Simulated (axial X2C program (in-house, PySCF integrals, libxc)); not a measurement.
**All-electron X2C curves of BrH⁺**

Aim: find the lowest determinant of BrH⁺, scan the bond at several levels and fit the constants, once spin-free and once with spin–orbit coupling.

Method: all-electron X2C, Br dyall-cv3z, H dyall-v3z; program: an in-house X2C program for linear molecules on PySCF integrals.

All values are calculated.

## (1) Input

The input, task.json:

```json
{"zs": [35, 1], "q": 1, "bas": ["dyall-cv3z", "dyall-v3z"], "levels": ["PBE0", "HF", "B3LYP"], "cc": true, "r0": 1.46, "thr": -2.0, "nmax": 90, "npts": 10, "nst": 2, "ntry": 6}
```

Keys: zs atomic numbers; q charge; bas basis sets; levels methods (HF also brings MP2); cc coupled cluster on or off; r0 starting distance in Å; thr threshold in hartree for freezing inner shells (an s shell follows its p shell); nmax most natural virtual spinors; npts points asked for on the curve; nst determinants followed; ntry starts of the search.

On the command line:

```bash
$ python so2c.py task.json out
```

Spin-free means the one-electron spin-free X2C Hamiltonian; two-component (2c) means X2C with spin–orbit coupling and atomic mean-field two-electron Coulomb and Gaunt terms. Basis: Br dyall-cv3z contracted to [8s9p6d4f1g], H dyall-v3z contracted to [6s2p1d]; Gaussian nuclei, density fitting. Masses: Br 78.918 u, H 1.008 u.

Notation: σ, π±, δ± give the projection m of an orbital's angular momentum (0, ±1, ±2), α and β its spin, Λ and M_S the sums; ω is the projection of a spinor's total angular momentum and Ω the sum. Logs are in hartree.

The results follow Hamiltonian by Hamiltonian and level by level.

## (2) Which state to follow

Determinants are compared with PBE0 at 1.460 Å.

Spin-free determinants:

| ΔE (eV) | state | open shells |
| --- | --- | --- |
| 0.00 | M_S = 1/2, Λ = 1 | beyond closed shells: π+α, π+β, π-α |
| 3.71 | M_S = 1/2, Λ = 0 | beyond closed shells: σα |

Two-component determinants:

```csv
ΔE (eV),state,open shells
0.00,Ω = 3/2,excess of +ω over −ω: ω = 3/2
0.34,Ω = 1/2,excess of +ω over −ω: ω = 1/2
```

## (3) PBE0, spin-free

State followed: M_S = 1/2, Λ = 1 (beyond closed shells: π+α, π+β, π-α). The scan is laid around 1.456 Å, a first estimate of the minimum, and this SCF restarts from the orbitals of the search.

The SCF at the reference distance of 1.456 Å:

```text
spin-free X2C-1e  PBE0
basis functions 119  fitting functions 671  grid points 5074
iter        total energy     max residual
   1      -2606.219287241     1.37e-01
   2      -2606.225546011     7.54e-04
   3      -2606.225547939     1.75e-04
   4      -2606.225548149     8.47e-05
   5      -2606.225548193     5.57e-06
   6      -2606.225548194     1.59e-06
converged
one-electron -3635.69958240  Coulomb 1109.45829832  exact exchange -22.79377799  xc functional -69.91109216  nuclear repulsion 12.72060603
```

Along the bond, energies from the lowest point:

```csv
R (Å),E (eV),μ (D),HOMO (eV),LUMO (eV),iterations
1.267,0.5268,1.20,-17.78,-15.03,12
1.325,0.2232,1.29,-17.70,-14.96,9
1.369,0.0897,1.37,-17.65,-14.91,9
1.412,0.0193,1.45,-17.60,-14.85,9
1.456,0.0000,1.53,-17.54,-14.80,6
1.507,0.0288,1.64,-17.47,-14.74,9
1.558,0.1004,1.76,-17.41,-14.67,9
1.623,0.2392,1.92,-17.32,-14.59,10
1.704,0.4575,2.12,-17.22,-14.49,10
1.820,0.8285,2.45,-17.06,-14.33,11
```

Dipoles are positive if H is the positive end and refer to the centre of mass.

Outer orbitals at the reference distance:

| symmetry | occupied | ε (eV) | atomic character |
| --- | --- | --- | --- |
| σα | yes | -33.05 | 78% Br s, 14% H s, 7% H p |
| σβ | yes | -31.77 | 76% Br s, 16% H s, 7% H p |
| σα | yes | -21.51 | 63% Br p, 28% H s, 6% Br s |
| σβ | yes | -21.18 | 62% Br p, 28% H s, 7% Br s |
| π-α | yes | -18.73 | 96% Br p, 3% H p |
| π+α | yes | -18.73 | 96% Br p, 3% H p |
| π+β | yes | -17.54 | 96% Br p, 3% H p |
| π-β | no | -14.80 | 96% Br p, 4% H p |
| σα | no | -8.23 | 38% H s, 20% Br d, 20% Br p |
| σβ | no | -8.00 | 37% H s, 20% Br p, 19% Br d |
| σα | no | -3.87 | 67% H s, 16% Br d, 13% Br s |

PBE0 fields in the half plane through the axis: z from -2.4 to 3.6 Å across, distance from the axis 0.15 to 2.25 Å upwards; Br lies at z = 0 and H at z = 1.456 Å; the ELF is damped to zero where the density is low.

log10 density (e/bohr³). Ten even steps from '0' (-6.87 ) to '9' (1.44 ):
```
122333444443332221100
223344444444433322110
233445555555444332210
234455566655554433221
334556666666555443321
334566777776665543321
344566778777666554322
344567799977776554322
```

ELF. Ten even steps from '0' (0.00 ) to '9' (1.00 ):
```
000000000000000000000
000001222110000000000
000013455421000000000
000135777653211000000
000257888765444200000
000368865566788730000
001367523148999971000
001477272718999992000
```

Re = 1.453 Å, ωe = 2438 cm⁻¹, ωexe = 43.2 cm⁻¹, Be = 8.023 cm⁻¹, De = 3.99 eV, μ = 1.53 D.

## (4) HF, spin-free

The SCF at the reference distance of 1.456 Å:

```text
spin-free X2C-1e  HF
basis functions 119  fitting functions 671  grid points 5074
iter        total energy     max residual
   1      -2604.695790001     2.35e-01
   2      -2604.709539699     6.77e-03
   3      -2604.709813898     3.88e-03
   4      -2604.709845138     1.53e-03
   5      -2604.709849127     2.12e-04
   6      -2604.709849496     7.96e-05
   7      -2604.709849530     2.56e-05
   8      -2604.709849539     1.93e-05
   9      -2604.709849543     1.13e-05
  10      -2604.709849544     3.25e-06
  11      -2604.709849544     1.24e-06
converged
one-electron -3635.64196827  Coulomb 1109.44385574  exact exchange -91.23234305  xc functional 0.00000000  nuclear repulsion 12.72060603
```

Re = 1.434 Å, ωe = 2581 cm⁻¹, ωexe = 42.5 cm⁻¹, Be = 8.236 cm⁻¹, De = 2.74 eV, μ = 1.56 D.

## (5) B3LYP, spin-free

Output at 1.456 Å:

```text
spin-free X2C-1e  B3LYP
basis functions 119  fitting functions 671  grid points 5074
iter        total energy     max residual
   1      -2606.561559991     4.96e-02
   2      -2606.562548465     1.72e-03
   3      -2606.562551053     7.99e-04
   4      -2606.562555829     2.52e-04
   5      -2606.562555875     5.44e-05
   6      -2606.562555886     1.23e-05
   7      -2606.562555886     2.46e-06
converged
one-electron -3635.65342082  Coulomb 1109.40672418  exact exchange -18.23263515  xc functional -74.80383012  nuclear repulsion 12.72060603
```

Re = 1.458 Å, ωe = 2394 cm⁻¹, ωexe = 43.9 cm⁻¹, Be = 7.973 cm⁻¹, De = 4.11 eV, μ = 1.50 D.

## (6) Correlated methods, spin-free

Correlated methods: 7 electrons correlated (frozen shells, counted by type: Br 3 s, 2 p, 1 d; H none), 145 virtual spinors in MP2, 70 natural virtuals in coupled cluster.

Output of the correlated part at 1.456 Å:

```text
correlated 7  virtual 145  natural virtual 70  E(MP2) -0.146906888  MP2 remainder -0.003234765
iter   CCSD correlation   residual
   1     -0.160466912   7.69e-02
   2     -0.165427162   2.49e-02
   3     -0.165618446   5.42e-03
   4     -0.165651452   1.72e-03
   5     -0.165645732   6.74e-04
   6     -0.165647456   2.29e-04
   7     -0.165647922   5.70e-05
   8     -0.165647524   1.44e-05
   9     -0.165647518   3.77e-06
(T) -0.004922889  T1 0.0092  D1 0.0162  max T2 0.096
```

T1 in the output is the amplitude norm over the root of the electron number; divide by √2 for the Lee–Taylor value.

MP2: Re = 1.443 Å, ωe = 2508 cm⁻¹, Be = 8.141 cm⁻¹, De = 3.81 eV.

CCSD: Re = 1.447 Å, ωe = 2469 cm⁻¹, ωexe = 45.1 cm⁻¹, Be = 8.091 cm⁻¹, De = 3.88 eV. T1 at Re = 0.006 (Lee–Taylor, the printed value over √2).

CCSD(T): Re = 1.449 Å, ωe = 2451 cm⁻¹, ωexe = 45.8 cm⁻¹, Be = 8.066 cm⁻¹, De = 3.93 eV. T1 at Re = 0.007 (Lee–Taylor, the printed value over √2).

## (7) The spin-free curves together

Energy (eV) of the followed determinant, spin-free, from each level's lowest point:

| R (Å) | PBE0 | HF | MP2 | CCSD | CCSD(T) | B3LYP |
| --- | --- | --- | --- | --- | --- | --- |
| 1.267 | 0.527 | 0.454 | 0.485 | n/a | n/a | 0.539 |
| 1.325 | 0.223 | 0.170 | 0.193 | 0.205 | 0.211 | 0.233 |
| 1.369 | 0.090 | 0.053 | 0.069 | 0.078 | 0.082 | 0.097 |
| 1.412 | 0.019 | 0.000 | 0.009 | 0.013 | 0.015 | 0.023 |
| 1.456 | 0.000 | 0.000 | 0.000 | 0.000 | 0.000 | 0.000 |
| 1.507 | 0.029 | 0.052 | 0.041 | 0.035 | 0.033 | 0.024 |
| 1.558 | 0.100 | 0.147 | 0.125 | 0.113 | 0.108 | 0.089 |
| 1.623 | 0.239 | 0.316 | 0.279 | 0.259 | 0.249 | 0.220 |
| 1.704 | 0.458 | 0.572 | 0.517 | n/a | n/a | 0.427 |
| 1.820 | 0.829 | 0.989 | 0.934 | n/a | n/a | 0.782 |

## (8) PBE0, 2c

State followed: Ω = 3/2 (excess of +ω over −ω: ω = 3/2). The scan is laid around 1.456 Å, a first estimate of the minimum, and this SCF restarts from the orbitals of the search.

Output at 1.456 Å:

```text
two-component X2C + atomic mean field  PBE0
basis functions 119  fitting functions 671  grid points 5074
iter        total energy     max residual
   1      -2605.322476773     1.37e-01
   2      -2605.328754008     7.55e-04
   3      -2605.328755941     1.65e-04
   4      -2605.328756145     7.42e-05
   5      -2605.328756189     4.87e-06
   6      -2605.328756189     1.27e-06
converged
one-electron -3633.41584544  Coulomb 1109.02811267  exact exchange -22.78482554  xc functional -69.88383212  nuclear repulsion 12.72060603  atomic mean-field constant -0.99297180
```

Along the bond, energies from the lowest point:

| R (Å) | E (eV) | μ (D) | HOMO (eV) | LUMO (eV) | iterations |
| --- | --- | --- | --- | --- | --- |
| 1.267 | 0.5298 | 1.19 | -17.92 | -14.84 | 12 |
| 1.325 | 0.2253 | 1.28 | -17.85 | -14.77 | 9 |
| 1.369 | 0.0911 | 1.36 | -17.80 | -14.72 | 9 |
| 1.412 | 0.0200 | 1.44 | -17.74 | -14.66 | 9 |
| 1.456 | 0.0000 | 1.52 | -17.69 | -14.61 | 6 |
| 1.507 | 0.0280 | 1.63 | -17.62 | -14.55 | 10 |
| 1.558 | 0.0989 | 1.74 | -17.56 | -14.49 | 9 |
| 1.623 | 0.2367 | 1.90 | -17.47 | -14.40 | 10 |
| 1.704 | 0.4540 | 2.11 | -17.37 | -14.30 | 10 |
| 1.820 | 0.8236 | 2.43 | -17.21 | -14.15 | 11 |

Dipoles are positive if H is the positive end and refer to the centre of mass.

Outer spinors at the reference distance:

```json
{"ω": "1/2", "occupied": "yes", "ε (eV)": "-33.02", "atomic character": "78% Br s, 14% H s, 7% H p", "λ mixture": "100% σ"}
{"ω": "-1/2", "occupied": "yes", "ε (eV)": "-31.75", "atomic character": "76% Br s, 16% H s, 7% H p", "λ mixture": "100% σ"}
{"ω": "1/2", "occupied": "yes", "ε (eV)": "-21.50", "atomic character": "64% Br p, 28% H s, 6% Br s", "λ mixture": "100% σ"}
{"ω": "-1/2", "occupied": "yes", "ε (eV)": "-21.18", "atomic character": "62% Br p, 28% H s, 7% Br s", "λ mixture": "99% σ, 1% π"}
{"ω": "-1/2", "occupied": "yes", "ε (eV)": "-18.87", "atomic character": "96% Br p, 3% H p", "λ mixture": "99% π, 1% σ"}
{"ω": "3/2", "occupied": "yes", "ε (eV)": "-18.52", "atomic character": "96% Br p, 3% H p", "λ mixture": "100% π"}
{"ω": "1/2", "occupied": "yes", "ε (eV)": "-17.69", "atomic character": "96% Br p, 3% H p", "λ mixture": "100% π"}
{"ω": "-3/2", "occupied": "no", "ε (eV)": "-14.61", "atomic character": "96% Br p, 4% H p", "λ mixture": "100% π"}
{"ω": "1/2", "occupied": "no", "ε (eV)": "-8.21", "atomic character": "38% H s, 20% Br d, 20% Br p", "λ mixture": "100% σ"}
{"ω": "-1/2", "occupied": "no", "ε (eV)": "-7.98", "atomic character": "37% H s, 20% Br p, 19% Br d", "λ mixture": "100% σ"}
{"ω": "1/2", "occupied": "no", "ε (eV)": "-3.87", "atomic character": "67% H s, 16% Br d, 13% Br s", "λ mixture": "100% σ"}
```

PBE0 fields in the half plane through the axis: z from -2.4 to 3.6 Å across, distance from the axis 0.15 to 2.25 Å upwards; Br lies at z = 0 and H at z = 1.456 Å; the ELF is damped to zero where the density is low.

log10 density (e/bohr³). Ten even steps from ' ' (-6.87 ) to '@' (1.44 ):
```
..::::------========--------::::::....    
::::----==================------::::....  
::----====++++++++++++++======----::::..  
::--====++++++******++++++++====----::::..
----==++++**************++++++====----::..
----==++****##########******++++==----::..
--====++****####%%######******++++==--::::
--====++**####@@@@@@########**++++==--::::
```

ELF. Ten even steps from '0' (0.00 ) to '9' (1.00 ):
```
000000000000000000000
000001222110000000000
000013455421000000000
000135777653211000000
000257888765444200000
000368865566788730000
001367523148999971000
001477272718999992000
```

Re = 1.454 Å, ωe = 2434 cm⁻¹, ωexe = 43.2 cm⁻¹, Be = 8.015 cm⁻¹, De = 4.03 eV, μ = 1.52 D.

## (9) HF, 2c

The SCF at the reference distance of 1.456 Å:

```text
two-component X2C + atomic mean field  HF
basis functions 119  fitting functions 671  grid points 5074
iter        total energy     max residual
   1      -2603.799400674     2.40e-01
   2      -2603.813130922     6.75e-03
   3      -2603.813404297     3.94e-03
   4      -2603.813435308     1.52e-03
   5      -2603.813439272     2.08e-04
   6      -2603.813439635     7.85e-05
   7      -2603.813439667     2.33e-05
   8      -2603.813439675     1.76e-05
   9      -2603.813439678     9.97e-06
  10      -2603.813439678     3.07e-06
  11      -2603.813439679     1.19e-06
converged
one-electron -3633.35701116  Coulomb 1109.01236029  exact exchange -91.19642305  xc functional 0.00000000  nuclear repulsion 12.72060603  atomic mean-field constant -0.99297180
```

Re = 1.435 Å, ωe = 2578 cm⁻¹, ωexe = 42.4 cm⁻¹, Be = 8.229 cm⁻¹, De = 2.77 eV, μ = 1.55 D.

## (10) B3LYP, 2c

The SCF at the reference distance of 1.456 Å:

```text
two-component X2C + atomic mean field  B3LYP
basis functions 119  fitting functions 671  grid points 5074
iter        total energy     max residual
   1      -2605.664647340     5.01e-02
   2      -2605.665634853     1.72e-03
   3      -2605.665637471     7.94e-04
   4      -2605.665642236     2.54e-04
   5      -2605.665642283     5.45e-05
   6      -2605.665642294     1.22e-05
   7      -2605.665642294     2.44e-06
converged
one-electron -3633.37024169  Coulomb 1108.97714041  exact exchange -18.22548347  xc functional -74.77469178  nuclear repulsion 12.72060603  atomic mean-field constant -0.99297180
```

Re = 1.458 Å, ωe = 2390 cm⁻¹, ωexe = 43.9 cm⁻¹, Be = 7.965 cm⁻¹, De = 4.08 eV, μ = 1.49 D.

## (11) Correlated methods, 2c

Correlated methods: 7 electrons correlated (frozen shells, counted by type: Br 3 s, 2 p, 1 d; H none), 145 virtual spinors in MP2, 70 natural virtuals in coupled cluster.

Output of the correlated part at 1.456 Å:

```text
correlated 7  virtual 145  natural virtual 70  E(MP2) -0.146741916  MP2 remainder -0.003237033
iter   CCSD correlation   residual
   1     -0.160289100   7.67e-02
   2     -0.165229906   2.48e-02
   3     -0.165418367   5.35e-03
   4     -0.165450540   1.66e-03
   5     -0.165444895   6.33e-04
   6     -0.165446524   2.14e-04
   7     -0.165446982   5.41e-05
   8     -0.165446606   1.37e-05
   9     -0.165446598   3.62e-06
(T) -0.004897917  T1 0.0092  D1 0.0161  max T2 0.095
```

MP2: Re = 1.443 Å, ωe = 2504 cm⁻¹, Be = 8.135 cm⁻¹, De = 3.77 eV.

CCSD: Re = 1.448 Å, ωe = 2465 cm⁻¹, ωexe = 45.1 cm⁻¹, Be = 8.084 cm⁻¹, De = 3.85 eV. T1 at Re = 0.006 (Lee–Taylor, the printed value over √2).

CCSD(T): Re = 1.450 Å, ωe = 2447 cm⁻¹, ωexe = 45.8 cm⁻¹, Be = 8.059 cm⁻¹, De = 3.89 eV. T1 at Re = 0.006 (Lee–Taylor, the printed value over √2).

## (12) A higher determinant, 2c

State: Ω = 1/2 (excess of +ω over −ω: ω = 1/2).

Output at the reference distance:

```text
two-component X2C + atomic mean field  PBE0
basis functions 119  fitting functions 671  grid points 5074
iter        total energy     max residual
   1      -2605.310011060     1.38e-01
   2      -2605.316283515     7.59e-04
   3      -2605.316285441     1.70e-04
   4      -2605.316285654     7.46e-05
   5      -2605.316285698     5.03e-06
   6      -2605.316285699     1.31e-06
converged
one-electron -3633.29734390  Coulomb 1108.91882253  exact exchange -22.78411500  xc functional -69.88128356  nuclear repulsion 12.72060603  atomic mean-field constant -0.99297180
```

```
R (Å)  E above the lowest PBE0 point (eV)
1.267                               0.870
1.325                               0.565
1.369                               0.431
1.412                               0.360
1.456                               0.339
1.507                               0.367
1.558                               0.438
1.623                               0.575
1.704                               0.792
```

Re = 1.454 Å, ωe = 2432 cm⁻¹, ωexe = 43.4 cm⁻¹, Be = 8.012 cm⁻¹, μ = 1.53 D. Te = 0.34 eV.

## (13) The 2c curves together

Energy (eV) of the followed determinant, 2c, from each level's lowest point:

| R (Å) | PBE0 | HF | MP2 | CCSD | CCSD(T) | B3LYP |
| --- | --- | --- | --- | --- | --- | --- |
| 1.267 | 0.530 | 0.457 | 0.488 | n/a | n/a | 0.542 |
| 1.325 | 0.225 | 0.172 | 0.195 | 0.207 | 0.213 | 0.235 |
| 1.369 | 0.091 | 0.054 | 0.071 | 0.079 | 0.083 | 0.099 |
| 1.412 | 0.020 | 0.001 | 0.010 | 0.014 | 0.016 | 0.024 |
| 1.456 | 0.000 | 0.000 | 0.000 | 0.000 | 0.000 | 0.000 |
| 1.507 | 0.028 | 0.051 | 0.040 | 0.035 | 0.032 | 0.023 |
| 1.558 | 0.099 | 0.145 | 0.123 | 0.112 | 0.106 | 0.088 |
| 1.623 | 0.237 | 0.314 | 0.277 | 0.256 | 0.247 | 0.217 |
| 1.704 | 0.454 | 0.569 | 0.514 | n/a | n/a | 0.424 |
| 1.820 | 0.824 | 0.985 | 0.930 | n/a | n/a | 0.776 |

The whole job took 44 s on 1 thread of Arm Neoverse V1, shared host; peak memory 0.32 GiB.

## (14) Results

Lowest determinant that the search found at its distance, spin-free: M_S = 1/2, Λ = 1 (beyond closed shells: π+α, π+β, π-α).

Lowest determinant that the search found at its distance, 2c: Ω = 3/2 (excess of +ω over −ω: ω = 3/2).

| Hamiltonian | level | Re (Å) | ωe (cm⁻¹) | De (eV) | μ (D) |
| --- | --- | --- | --- | --- | --- |
| spin-free | PBE0 | 1.453 | 2438 | 3.99 | 1.53 |
| spin-free | HF | 1.434 | 2581 | 2.74 | 1.56 |
| spin-free | MP2 | 1.443 | 2508 | 3.81 | n/a |
| spin-free | CCSD | 1.447 | 2469 | 3.88 | n/a |
| spin-free | CCSD(T) | 1.449 | 2451 | 3.93 | n/a |
| spin-free | B3LYP | 1.458 | 2394 | 4.11 | 1.50 |
| 2c | PBE0 | 1.454 | 2434 | 4.03 | 1.52 |
| 2c | HF | 1.435 | 2578 | 2.77 | 1.55 |
| 2c | MP2 | 1.443 | 2504 | 3.77 | n/a |
| 2c | CCSD | 1.448 | 2465 | 3.85 | n/a |
| 2c | CCSD(T) | 1.450 | 2447 | 3.89 | n/a |
| 2c | B3LYP | 1.458 | 2390 | 4.08 | 1.49 |

Dipoles are positive if H is the positive end and refer to the centre of mass.

Time per point (s) on 1 thread of Arm Neoverse V1, shared host (2c runs; CCSD comes with the CCSD(T) run); the times are rough: PBE0 0.31, HF 0.18, MP2 0.21, CCSD(T) 1, B3LYP 0.34.

At CCSD(T), going from spin-free to two-component changes Re by +1 mÅ, ωe by -0.1 %, which is small (part of it comes from the scalar share of the two-electron terms). De moves by -0.04 eV; both De rest on single-determinant atoms, which can miss part of an open shell's spin–orbit lowering.

De refers to Br+ + H, each in the lowest determinant found, which need not be this curve's own limit. The state is a single determinant with fixed occupations, the lowest that a limited PBE0 search found. De is counted from the lowest determinant-based energies of the atoms at the same level, without counterpoise correction. Density functionals use the spin component along the axis (collinear). Coupled cluster ran in a truncated set of natural virtual spinors; the MP2 energy of the rest was added.
